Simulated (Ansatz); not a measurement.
# C₂H₇BrGaN: one species, many methods

The task here is to estimate one member of a computed series from the others.

The runs use Ansatz 0.2.0, Gaussian basis; functionals in def2-TZVPP, the program's frozen cores in correlated methods.

Plan: LDA (SPW92), PBE-D4, revPBE-D4, BLYP-D4, r2SCAN-D4, B97M-V, PBE0-D4, B3LYP-D4, r2SCANh-D4, r2SCAN0-D4, HSE06-D4, BHLYP-D4, CAM-B3LYP-D4, LC-ωPBE, ωB97X-V, ωB97M-V, B2PLYP, PBE-QIDH; CCSD(T)/def2-SVP; CCSD(T)/def2-TZVPP; MP2/def2-QZVPP; extrapolation to the limit; RPA on PBE.

## The geometry

The geometry comes from an earlier relaxation with PBE0-D4 in a triple-zeta def2 set; it is a stationary point, not always the lowest conformer.

12 atoms, charge 0, spin multiplicity 1.

Atoms are counted from 1 here; the program's logs count them from 0.

Bond lengths: C1–N2 1.440 Å, C1–H6 1.099 Å, C1–H7 1.099 Å, C1–H8 1.091 Å, N2–C3 1.441 Å, N2–Ga4 1.808 Å, C3–H9 1.099 Å, C3–H10 1.093 Å, C3–H11 1.099 Å, Ga4–Br5 2.295 Å, Ga4–H12 1.549 Å. Angles: N2–C1–H6 111.2°, N2–C1–H7 111.2°, N2–C1–H8 110.8°, H6–C1–H7 107.3°, H6–C1–H8 108.1°, H7–C1–H8 108.1°, C1–N2–C3 113.5°, C1–N2–Ga4 124.9°, C3–N2–Ga4 121.6°, N2–C3–H9 111.4°, N2–C3–H10 111.0°, N2–C3–H11 111.4°, H9–C3–H10 107.7°, H9–C3–H11 107.3°, H10–C3–H11 107.7°, N2–Ga4–Br5 115.3°, N2–Ga4–H12 123.7°, Br5–Ga4–H12 121.0°.

The first run:

The input, in.yaml:

```yaml
crystal:
  periodic: [false, false, false]
  atoms:
    - {symbol: C, position_ang: [-1.094185, -0.736741, 0.422016]}
    - {symbol: N, position_ang: [0.044257, 0.028585, -0.016362]}
    - {symbol: C, position_ang: [1.293534, -0.431697, 0.536149]}
    - {symbol: Ga, position_ang: [-0.030237, 1.437591, -1.146891]}
    - {symbol: Br, position_ang: [-2.128843, 1.986459, -1.895577]}
    - {symbol: H, position_ang: [-1.202284, -0.699053, 1.515020]}
    - {symbol: H, position_ang: [-0.995929, -1.794080, 0.138881]}
    - {symbol: H, position_ang: [-2.013169, -0.351802, -0.022064]}
    - {symbol: H, position_ang: [1.290016, -0.381120, 1.634081]}
    - {symbol: H, position_ang: [2.128019, 0.175867, 0.177545]}
    - {symbol: H, position_ang: [1.495388, -1.475577, 0.257676]}
    - {symbol: H, position_ang: [1.213423, 2.241559, -1.600475]}
basis:
  gaussian: {orbitals: def2-TZVPP}
hamiltonian: {xc: lda}
output: {orbitals: {seedname: orbitals}}
```

Steps of the session up to this table: LDA; PBE-D4 (GGA); revPBE-D4 (GGA); BLYP-D4 (GGA); r2SCAN-D4 (meta-GGA); B97M-V (meta-GGA); PBE0-D4 (hybrid); B3LYP-D4 (hybrid); r2SCANh-D4 (hybrid); r2SCAN0-D4 (hybrid); HSE06-D4 (hybrid); BHLYP-D4 (hybrid); CAM-B3LYP-D4 (range-separated); LC-ωPBE (range-separated); ωB97X-V (range-separated); ωB97M-V (range-separated); B2PLYP (double hybrid); PBE-QIDH (double hybrid).

One of the session's tables, all rows but one given; the rest of the session is left out.

It belongs to the step «Frontier levels by functional». 

```
  functional  HOMO (eV)  gap (eV)
 LDA (SPW92)      -5.58      3.72
      PBE-D4      -5.43      3.82
   revPBE-D4      -5.37      3.87
     BLYP-D4      -5.32      3.79
   r2SCAN-D4          ?         ?
      B97M-V      -5.74      4.19
     PBE0-D4      -6.63      5.76
    B3LYP-D4      -6.44      5.33
  r2SCANh-D4      -6.09      4.98
  r2SCAN0-D4      -6.79      6.06
    HSE06-D4      -6.23      5.00
    BHLYP-D4      -7.79      7.65
CAM-B3LYP-D4      -7.98      8.00
     LC-ωPBE      -9.29     10.45
     ωB97X-V      -8.97      9.98
     ωB97M-V      -8.89      9.69
```

Estimate the missing values for r2SCAN-D4.

Worked estimate for «HOMO (eV)». Against the share of exact exchange, r2SCANh-D4 (0.1, -6.09), r2SCAN0-D4 (0.25, -6.79) give a slope of -4.67 per unit share; at 0 the line stands at -5.62.

**Answer.** HOMO (eV): -5.64; gap (eV): 4.26. In «HOMO (eV)» the line misses by +0.02.
